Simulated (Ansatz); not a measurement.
# Bi2Te2O: the cost of one run

Computed with Ansatz 0.2.0 (DFT PBE, scalar-relativistic, plane waves, PAW, unless a step's input says otherwise).

**1. The starting structure**

It takes space group P-3m1 (No. 164, trigonal). The conventional cell has a = 4.798 Å, b = 4.798 Å, c = 7.831 Å, α = 90.00°, β = 90.00°, γ = 120.00°. Bi (site symmetry 3m) has 4 Te at 2.86 to 2.87 Å and 3 Bi at 3.52 Å and 3 O at 3.96 Å as nearest neighbours. Around Te (site symmetry 3m) lie 4 Bi at 2.86 to 2.87 Å. Around O (site symmetry -3m) lie 6 Te at 3.49 Å and 6 Bi at 3.96 Å.

Coordinates:

```
Bi Te O
1.0
     4.79790    0.00000    0.00000
    -2.39895    4.15510    0.00000
     0.00000    0.00000    7.83050
Bi Te O
2 2 1
Cartesian
  0.0000 2.7701 5.0013
  2.3989 1.3850 2.8292
  0.0000 2.7701 2.1293
  2.3989 1.3850 5.7012
  0.0000 0.0000 0.0000
```

Recipe of the guess: species swapped into a database cell of LaAl2Ge2 (P-3m1, No. 164), with O on the La sites, Bi on the Al sites and Te on the Ge sites. Lengths come from tabulated atomic sizes and are only a guess.

**2. A first look at the guess**

Contents of input.yaml:

```yaml
crystal:
  lattice:
    - [4.79789737, 0.0, 0.0]
    - [-2.39894868, 4.15510101, 0.0]
    - [0.0, 0.0, 7.83050007]
  atoms:
    - { symbol: Bi, position: [0.33333333, 0.66666667, 0.63870001] }
    - { symbol: Bi, position: [0.66666667, 0.33333333, 0.36129999] }
    - { symbol: Te, position: [0.33333333, 0.66666667, 0.27192] }
    - { symbol: Te, position: [0.66666667, 0.33333333, 0.72808] }
    - { symbol: O, position: [0.0, 0.0, 0.0] }
basis:
  ecutwfc: 420
kpoints:
  mp_grid: { grid: [6, 6, 2] }
hamiltonian:
  xc: pbe
scf:
  occupations: { method: gaussian, width: 0.1 }
  lower_state_search: "off"
output:
  forces: true
  stress: true
  eigenvalues: true
```

Launch:

```sh
$ ansatz run input.yaml --threads 1 --pin off --max-ram 2560MiB --backend cpu --events-out ev --progress --plain --runs-dir out
```

**Question.** How long does this run take on 1 thread of Intel Xeon at 2.70GHz, shared host, and how much memory does it need?

About 11 s, with a peak of 0.46 GiB.
